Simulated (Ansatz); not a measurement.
# Al₂FH₃OS: small, medium and large basis sets

One table from this session's results is given with a row withheld; the runs are named, their logs left out.

Computed with Ansatz 0.2.0, Gaussian basis. Level: one geometry, several basis sets.

Levels to be run: PBE0-D4/def2-SVP; ωB97M-V/def2-SVP; PBE0-D4/def2-QZVPP; ωB97M-V/def2-QZVPP; the functionals' def2-TZVPP values are taken from earlier runs.

### The geometry

The geometry comes from an earlier relaxation with PBE0-D4 in a triple-zeta def2 set; it is a stationary point, not always the lowest conformer.

SMILES `[OH][Al]([SH])[AlH][F]`, 8 atoms, charge 0, spin multiplicity 1.

Atoms are counted from 1 here; the program's logs count them from 0.

Bond lengths: O1–Al2 1.694 Å, O1–H6 0.956 Å, Al2–S3 2.192 Å, Al2–Al4 2.572 Å, S3–H7 1.345 Å, Al4–F5 1.659 Å, Al4–H8 1.585 Å. Angles: Al2–O1–H6 125.7°, O1–Al2–S3 118.8°, O1–Al2–Al4 119.7°, S3–Al2–Al4 121.6°, Al2–S3–H7 92.2°, Al2–Al4–F5 112.8°, Al2–Al4–H8 131.6°, F5–Al4–H8 115.5°.

Set-up of the first run:

The input, in.yaml:

```yaml
crystal:
  periodic: [false, false, false]
  atoms:
    - {symbol: O, position_ang: [-2.091334, -0.910061, -0.081470]}
    - {symbol: Al, position_ang: [-0.710227, 0.050096, 0.122450]}
    - {symbol: S, position_ang: [-0.932894, 2.045876, 1.000931]}
    - {symbol: Al, position_ang: [1.586497, -0.854694, -0.599198]}
    - {symbol: F, position_ang: [2.820804, 0.212885, -0.302949]}
    - {symbol: H, position_ang: [-2.983431, -0.661611, 0.156070]}
    - {symbol: H, position_ang: [0.387043, 2.287789, 0.913623]}
    - {symbol: H, position_ang: [2.015742, -2.227280, -1.265256]}
basis:
  gaussian: {orbitals: def2-SVP}
hamiltonian: {xc: pbe0, dispersion: d4}
output: {orbitals: {seedname: orbitals}}
```

On the command line:

```bash
ansatz run in.yaml --threads 2 --pin off --events-out ev --progress --plain --max-ram 4352MiB
```

Among the steps run: PBE0-D4 in def2-SVP; ωB97M-V in def2-SVP; PBE0-D4 in def2-QZVPP; ωB97M-V in def2-QZVPP.

One of the session's tables, all rows but one given; the rest of the session is left out.

It belongs to the step «Functionals by basis». 

| functional | basis | HOMO (eV) | LUMO (eV) |
| --- | --- | --- | --- |
| PBE0-D4 | def2-SVP | -7.34 | -2.25 |
| PBE0-D4 | def2-TZVPP | -7.42 | -2.39 |
| PBE0-D4 | def2-QZVPP | ? | ? |
| ωB97M-V | def2-SVP | -9.20 | -0.51 |
| ωB97M-V | def2-TZVPP | -9.33 | -0.70 |
| ωB97M-V | def2-QZVPP | -9.37 | -0.81 |

Estimate the missing values for PBE0-D4, def2-QZVPP.

**Answer.** HOMO (eV): -7.45; LUMO (eV): -2.43. In the column «HOMO (eV)» it lies between ωB97M-V, def2-SVP (-9.20) and PBE0-D4, def2-TZVPP (-7.42).
